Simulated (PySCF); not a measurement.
# Ca²⁺: basis, grid and Hamiltonian

Aim: see how much the energy and properties of Ca²⁺ depend on the numerical set-up.

Computed with PySCF 2.14.0. Level: each script names its method and basis.

1 further run of the same task is left out (it didn't finish).

## 1. The atom

Ca²⁺: 1 atom, charge 2, spin multiplicity 1.

## 2. The base run

Input file input.py:

```python
from pyscf import gto, scf, cc

mol = gto.M(
    atom='Ca 0 0 0',
    basis='lanl2dz',
    ecp={'Ca': 'lanl2dz'},
    charge=2,
    spin=0,
    symmetry=True,
    verbose=3,
)
mf = scf.RHF(mol)
mf.kernel()
mycc = cc.CCSD(mf)
mycc.kernel()
e = mycc.ipccsd(nroots=5)[0]
print('roots (eV) =', (e*27.211386).round(3))
mf.dip_moment()
print('orbital energies (hartree):', mf.mo_energy[..., max(0, mol.nelec[1]-3):mol.nelec[0]+3].round(4))
```

Command:

```
$ OMP_NUM_THREADS=1 python input.py
```

Its log is not repeated here.

Base result: E(SCF) = -35.610350 Eh, E(CCSD) − E(SCF) = -0.00166 Eh, ionisation roots 51.034, 51.034, 51.034, 74.887, 93.845 eV.

## 3. Core potential off

Variant 1 changes core potential: on → off. The core potential changes with it: totals don't compare.

Input file input.py:

```python
from pyscf import gto, scf, cc

mol = gto.M(
    atom='Ca 0 0 0',
    basis='lanl2dz',
    charge=2,
    spin=0,
    symmetry=True,
    verbose=3,
)
mf = scf.RHF(mol)
mf.kernel()
mycc = cc.CCSD(mf)
mycc.kernel()
e = mycc.ipccsd(nroots=5)[0]
print('roots (eV) =', (e*27.211386).round(3))
mf.dip_moment()
print('orbital energies (hartree):', mf.mo_energy[..., max(0, mol.nelec[1]-3):mol.nelec[0]+3].round(4))
```

Command:

```
$ OMP_NUM_THREADS=1 python input.py
```

## 4. Cartesian functions on

Variant 2 changes Cartesian functions: off → on.

input.py, as its differences from that of step 2:

```diff
@@ -9,2 +9,3 @@
     symmetry=True,
+    cart=True,
     verbose=3,
```

## 5. Density fitting weigend

Variant 3 changes density fitting: none → weigend.

input.py, as its differences from that of step 2:

```diff
@@ -12,2 +12,3 @@
 mf = scf.RHF(mol)
+mf = mf.density_fit(auxbasis='weigend')
 mf.kernel()
```

## 6. 6-31+g* (core potential off)

Variant 4 changes basis set: lanl2dz → 6-31+g*; core potential: on → off. The core potential changes with it: totals don't compare.

input.py, as its differences from that of step 2:

```diff
@@ -4,4 +4,3 @@
     atom='Ca 0 0 0',
-    basis='lanl2dz',
-    ecp={'Ca': 'lanl2dz'},
+    basis='6-31+g*',
     charge=2,
```

**Question.** What will these runs give? Wanted: for each run, E(SCF); from base; gap; after the SCF.

**Answer**, as computed:

```
                             run  E(SCF) (hartree)  from base (eV)  gap (eV)  functions                                    after the SCF
                            base        -35.610350               0       n/a         12  CCSD correlation -0.045 eV, first root 51.03 eV
core potential off (poor choice)       -147.645665  not comparable     22.59         12  CCSD correlation -0.016 eV, first root 29.24 eV
          Cartesian functions on        -35.610350          0.0000       n/a        n/a  CCSD correlation -0.045 eV, first root 51.03 eV
         density fitting weigend        -35.594224         +0.4388       n/a         12  CCSD correlation -0.046 eV, first root 50.95 eV
    6-31+g* (core potential off)       -676.103930  not comparable     39.83         26  CCSD correlation -0.186 eV, first root 50.56 eV
```

**Reading.** The SCF energy stays the same, to the digits that matter, with Cartesian functions on. Rows marked «poor choice» come from settings spoiled on purpose.
